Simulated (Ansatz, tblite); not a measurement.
# InH2(OMe) (CH₅InO): rung by rung

The task here is to estimate one member of a computed series from the others.

Method: as each input shows; program: Ansatz 0.2.0, Gaussian basis.

Plan: GFN1-xTB, GFN2-xTB, PBE-D4/def2-TZVP, r2SCAN-D4/def2-TZVP, BLYP-D4/def2-TZVP, r2SCANh-D4/def2-TZVP, B97M-V/def2-TZVP, ωB97M-V/def2-TZVP, B3LYP-D4/def2-TZVP, LDA/def2-TZVP, revPBE-D4/def2-TZVP, PBE-D4/def2-SVP, PBE0-D4/def2-SVP, PBE0-D4/def2-TZVPD, PBE-D4/def2-TZVPD, r2SCAN-D4/def2-TZVPD, CCSD(T)/def2-TZVPP, MP2/def2-TZVP, RPA/def2-TZVP.

4 further runs of the same task are left out: 4 set aside as unsound or not needed. Runs told in other sessions of the task aren't counted.

## The structure

The geometry is that of the singlet, from an earlier relaxation (B3LYP-D4/def2-TZVP).

8 atoms, charge 0, spin multiplicity 1.

Bond lengths: In1–H2 1.718 Å, In1–H3 1.707 Å, In1–O4 2.002 Å, O4–C5 1.408 Å, C5–H6 1.096 Å, C5–H7 1.097 Å, C5–H8 1.099 Å. Angles: H2–In1–H3 136.8°, H2–In1–O4 112.2°, H3–In1–O4 111.0°, In1–O4–C5 124.7°, O4–C5–H6 110.1°, O4–C5–H7 110.2°, O4–C5–H8 113.6°, H6–C5–H7 107.7°, H6–C5–H8 107.5°, H7–C5–H8 107.5°.

In takes a core potential in the def2 sets. No spin-orbit coupling is included.

PBE0-D4/def2-TZVP was run before; its log isn't repeated, and its numbers join the tables.

The first run:

Tight binding, by tblite at 300 K electronic temperature and without a spin-polarisation term:

```python
tblite.interface.Calculator('GFN1-xTB', numbers, positions, charge=0, uhf=0).singlepoint()
```

Tight binding, by tblite at 300 K electronic temperature and without a spin-polarisation term:

```python
tblite.interface.Calculator('GFN2-xTB', numbers, positions, charge=0, uhf=0).singlepoint()
```

start.molden holds the orbitals of an earlier run on this state, given as this run's starting guess.

The input, in.yaml:

```yaml
crystal:
  periodic: [false, false, false]
  atoms:
    - {symbol: In, position_ang: [0.615988, 1.448616, 0.718924]}
    - {symbol: H, position_ang: [2.156921, 0.693762, 0.807162]}
    - {symbol: H, position_ang: [-0.054918, 2.960305, 1.142604]}
    - {symbol: O, position_ang: [-0.768577, 0.252271, -0.092473]}
    - {symbol: C, position_ang: [-0.528011, -1.059514, -0.545080]}
    - {symbol: H, position_ang: [-0.768883, -1.141151, -1.611673]}
    - {symbol: H, position_ang: [-1.166309, -1.768624, -0.004660]}
    - {symbol: H, position_ang: [0.513810, -1.385685, -0.414803]}
basis:
  gaussian: {orbitals: def2-TZVP, initial_orbitals: start.molden}
hamiltonian: {xc: pbe, dispersion: d4}
scf: {omitted_lower_state_checks: [starts]}
output: {forces: true, orbitals: {seedname: orbitals}}
```

Started as:

```bash
> ansatz run in.yaml --threads 4 --pin off --events-out ev --progress --plain --max-ram 3916MiB
```

Among the steps run: PBE-D4/def2-TZVP; r2SCAN-D4/def2-TZVP; BLYP-D4/def2-TZVP; r2SCANh-D4/def2-TZVP; B97M-V/def2-TZVP; ωB97M-V/def2-TZVP; B3LYP-D4/def2-TZVP; LDA/def2-TZVP; revPBE-D4/def2-TZVP; PBE-D4/def2-SVP; PBE0-D4/def2-SVP; PBE0-D4/def2-TZVPD; PBE-D4/def2-TZVPD; r2SCAN-D4/def2-TZVPD; CCSD(T)/def2-TZVPP; MP2/def2-TZVP; RPA/def2-TZVP.

One of the session's tables, all rows but one given; the rest of the session is left out.

```
               level  HOMO (eV)  LUMO (eV)  gap (eV)
       LDA/def2-TZVP      -6.04      -2.46      3.58
     PBE-D4/def2-SVP      -5.71      -2.12      3.59
    PBE-D4/def2-TZVP      -5.86      -2.22      3.65
   PBE-D4/def2-TZVPD      -5.91      -2.26      3.65
 revPBE-D4/def2-TZVP      -5.79      -2.11      3.68
   BLYP-D4/def2-TZVP      -5.79      -2.20      3.59
 r2SCAN-D4/def2-TZVP      -6.10      -1.93      4.17
r2SCAN-D4/def2-TZVPD      -6.14      -1.96      4.18
    B97M-V/def2-TZVP          ?          ?         ?
r2SCANh-D4/def2-TZVP      -6.63      -1.69      4.94
  B3LYP-D4/def2-TZVP      -7.05      -1.81      5.24
    PBE0-D4/def2-SVP      -7.10      -1.43      5.67
   PBE0-D4/def2-TZVP      -7.26      -1.53      5.73
  PBE0-D4/def2-TZVPD      -7.30      -1.57      5.73
   ωB97M-V/def2-TZVP      -9.65      -0.11      9.54
```

Q: Estimate the row for B97M-V/def2-TZVP from the others.

**Answer.** HOMO (eV): -6.23; LUMO (eV): -2.25; gap (eV): 3.98. In the column «HOMO (eV)» it lies between r2SCANh-D4/def2-TZVP (-6.63) and r2SCAN-D4/def2-TZVPD (-6.14).
